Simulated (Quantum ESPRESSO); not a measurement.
BiTe:

```
Bi Te
1.0
     0.00000    3.23500    3.23500
     3.23500    0.00000    3.23500
     3.23500    3.23500    0.00000
Bi Te
1 1
Direct
  0.00000 0.00000 0.00000
  0.50000 0.50000 0.50000
```

```yaml
Program: Quantum ESPRESSO 7.5
Task: phonons
Functional: PBE
Potentials_or_basis: SSSP 1.3 efficiency PBE
Cutoff: 748 eV
Density_cutoff: 5987 eV
k_mesh: 5 × 5 × 5
Occupations: cold, width 0.2 eV
Spin: no spin polarisation
Mixing_beta: 0.5
Most_SCF_iterations: 120
SCF_threshold: 4e-10 Ry
```

Task: What is the highest optical frequency at the zone centre?

Result: 109 cm⁻¹, a mode of symmetry T1u (IR).

Optical modes at Γ, degenerate ones joined:
| cm⁻¹ | components | symmetry | active in |
| --- | --- | --- | --- |
| 109 | 3 | T1u | IR |

Caveat: the k mesh is coarse; the mesh is thin for the phonons of a metal.
